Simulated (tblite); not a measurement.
# C7H3F3O2SSe: the cost of one run

Programs: tblite 0.8.0 and PySCF 2.14.0, with routines of our own; each step states its level. All values are computed. Atoms count from 0.

## (1) The system as given

17 atoms, charge 0, multiplicity 1; geometry from: force field or distance geometry start.

## (2) Geometry optimisation with GFN2-xTB

The job: settings as JSON, then the geometry in Å.

```
{"job": {"kind": "relax", "xc": "GFN2-xTB", "basis": "xTB"}, "charge": 0, "multiplicity": 1}
C      4.956100     0.498300     0.169100
C      3.722900     0.400000     0.253100
C      2.287200     0.274900     0.400600
C      1.406300    -0.071500    -0.591100
C      0.093000    -0.155900    -0.340300
C     -0.444600     0.114400     0.852000
S     -2.111300     0.071200     1.330600
O     -2.275700    -0.768700     2.549600
O     -2.507900     1.465500     1.719600
C     -3.184300    -0.411500    -0.010600
F     -3.122600     0.430500    -1.084900
F     -4.466300    -0.606100     0.461400
F     -2.707100    -1.650300    -0.418700
Se     1.141700     0.604500     2.045800
H      5.995300     0.582700     0.088900
H      1.820600    -0.311900    -1.596900
H     -0.610300    -0.454200    -1.188600
```

Started as:

```
OMP_NUM_THREADS=1 python excited_run.py task.json out
```

One launch serves the whole session: the jobs run in the order shown.

Q: Estimate the wall time and peak memory of this first job on 1 thread of Arm Neoverse N1, shared host.

About 3.4 s, with a peak of 0.18 GiB.
